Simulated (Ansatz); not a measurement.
Consider the interaction energy of a dimer with the counterpoise correction of BrCl (Ansatz's Python interface).

Script `dimer_brcl.py`:
```python
import ansatz as az

FIRST = [
    ('Cl', (1.1174, 0.0, 0.0)),
    ('Br', (-1.1174, 0.0, 0.0)),
]
SECOND = [
    ('Cl', (-1.1097, -1.3676, 2.5526)),
    ('Br', (0.4607, -2.9294, 2.2542)),
]

def energy(atoms, ghosts=()):
    molecule = az.Crystal.molecule()
    for symbol, xyz in atoms:
        molecule = molecule.atom(symbol, xyz)
    calc = (
        molecule.calculation()
        .basis(gaussian='def2-SVP')
        .functional('b3lyp')
    )
    deck = calc.input()
    if ghosts:
        deck = deck.set(az.key.basis.gaussian.ghost_atoms, [{'symbol': s, 'position_ang': list(xyz)} for s, xyz in ghosts])
    return az.Session.from_dict(deck).plan().execute().report['free_energy_ev']


def main() -> None:
    both = energy(FIRST + SECOND)
    alone = energy(FIRST) + energy(SECOND)
    ghosted = energy(FIRST, SECOND) + energy(SECOND, FIRST)
    print(f'dimer {both:.6f} eV')
    print(f'interaction, uncorrected   {23.060548 * (both - alone):8.3f} kcal/mol')
    print(f'interaction, counterpoise  {23.060548 * (both - ghosted):8.3f} kcal/mol')
    print(f'basis-set superposition    {23.060548 * (alone - ghosted):8.3f} kcal/mol')


if __name__ == '__main__':
    main()
```

How large is the interaction at this pose, and how much of it is basis-set superposition?

Uncorrected it is 11.279 kcal/mol, with the counterpoise correction 13.298 kcal/mol; the difference, 2.02 kcal/mol, is the superposition error. In this basis both values are repulsive.

The output:

```console
$ python dimer_brcl.py
dimer -165113.376315 eV
interaction, uncorrected     11.279 kcal/mol
interaction, counterpoise    13.298 kcal/mol
basis-set superposition       2.019 kcal/mol
```

Caveats:
- Total energies depend on the basis set; only differences at equal settings carry meaning.
- The dimer is a generated trial pose of unrelaxed monomers, not a minimum, so the figure is no binding energy, and the basis set is small.
- b3lyp holds the VWN-RPA fit, as in Gaussian; the form of ORCA and Turbomole is b3lyp5.
- This level lacks the dispersion part of the attraction (electrostatics and induction are there), which can decide the sign where the interaction is weak.
- It ran for 9.9 s on 1 thread of Arm Neoverse V1, with other jobs on the host, peak memory 0.29 GiB.

(Lines on the test bed's own set-up are left out of the output.)
